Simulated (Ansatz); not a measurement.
# GaH7SSi2: how energies converge with the basis set

One table from this session's results is given with a row withheld; the runs are named, their logs left out.

Program: Ansatz 0.2.0, Gaussian basis. Level of theory: one geometry, several basis sets. These are calculated values, not measurements.

Plan: PBE0-D4/def2-SVP; ωB97M-V/def2-SVP; PBE0-D4/def2-QZVPP; ωB97M-V/def2-QZVPP; the functionals' def2-TZVPP values are taken from earlier runs.

## The geometry

The geometry comes from an earlier relaxation with PBE0-D4 in a triple-zeta def2 set; it is a stationary point, not always the lowest conformer.

SMILES `[SiH3][S][GaH][SiH3]`, 11 atoms, charge 0, spin multiplicity 1.

Atoms are counted from 1 here; the program's logs count them from 0.

Bond lengths: Si1–S2 2.138 Å, Si1–H5 1.485 Å, Si1–H6 1.485 Å, Si1–H7 1.485 Å, S2–Ga3 2.211 Å, Ga3–Si4 2.403 Å, Ga3–H8 1.570 Å, Si4–H9 1.489 Å, Si4–H10 1.489 Å, Si4–H11 1.486 Å. Angles: S2–Si1–H5 107.1°, S2–Si1–H6 111.2°, S2–Si1–H7 111.2°, H5–Si1–H6 109.3°, H5–Si1–H7 109.3°, H6–Si1–H7 108.8°, Si1–S2–Ga3 99.0°, S2–Ga3–Si4 116.2°, S2–Ga3–H8 115.5°, Si4–Ga3–H8 128.3°, Ga3–Si4–H9 109.9°, Ga3–Si4–H10 109.9°, Ga3–Si4–H11 111.4°, H9–Si4–H10 107.9°, H9–Si4–H11 108.8°, H10–Si4–H11 108.8°.

The first run:

The input, in.yaml:

```yaml
crystal:
  periodic: [false, false, false]
  atoms:
    - {symbol: Si, position_ang: [0.274349, 2.442385, -1.242150]}
    - {symbol: S, position_ang: [-1.095362, 1.088969, -0.313400]}
    - {symbol: Ga, position_ang: [0.315442, -0.537142, 0.189913]}
    - {symbol: Si, position_ang: [-0.620176, -2.443081, 1.315701]}
    - {symbol: H, position_ang: [-0.504513, 3.635481, -1.658954]}
    - {symbol: H, position_ang: [1.340733, 2.859430, -0.296394]}
    - {symbol: H, position_ang: [0.908216, 1.828963, -2.436834]}
    - {symbol: H, position_ang: [1.806509, -0.292819, -0.236207]}
    - {symbol: H, position_ang: [0.048724, -2.631585, 2.632770]}
    - {symbol: H, position_ang: [-0.393746, -3.672603, 0.506758]}
    - {symbol: H, position_ang: [-2.080176, -2.278007, 1.538797]}
basis:
  gaussian: {orbitals: def2-SVP}
hamiltonian: {xc: pbe0, dispersion: d4}
output: {orbitals: {seedname: orbitals}}
```

Among the steps run: PBE0-D4 in def2-SVP; ωB97M-V in def2-SVP; PBE0-D4 in def2-QZVPP; ωB97M-V in def2-QZVPP.

One of the session's tables, all rows but one given; the rest of the session is left out.

It belongs to the step «Functionals by basis». 

| functional | basis | HOMO (eV) | LUMO (eV) |
| --- | --- | --- | --- |
| PBE0-D4 | def2-SVP | -7.60 | -1.93 |
| PBE0-D4 | def2-TZVPP | -7.63 | -1.99 |
| PBE0-D4 | def2-QZVPP | -7.64 | -2.01 |
| ωB97M-V | def2-SVP | -9.67 | -0.18 |
| ωB97M-V | def2-TZVPP | ? | ? |
| ωB97M-V | def2-QZVPP | -9.77 | -0.36 |

**Question.** Estimate the row for ωB97M-V, def2-TZVPP.

As computed: HOMO (eV): -9.76; LUMO (eV): -0.28. In the column «HOMO (eV)» it lies between ωB97M-V, def2-QZVPP (-9.77) and ωB97M-V, def2-SVP (-9.67).
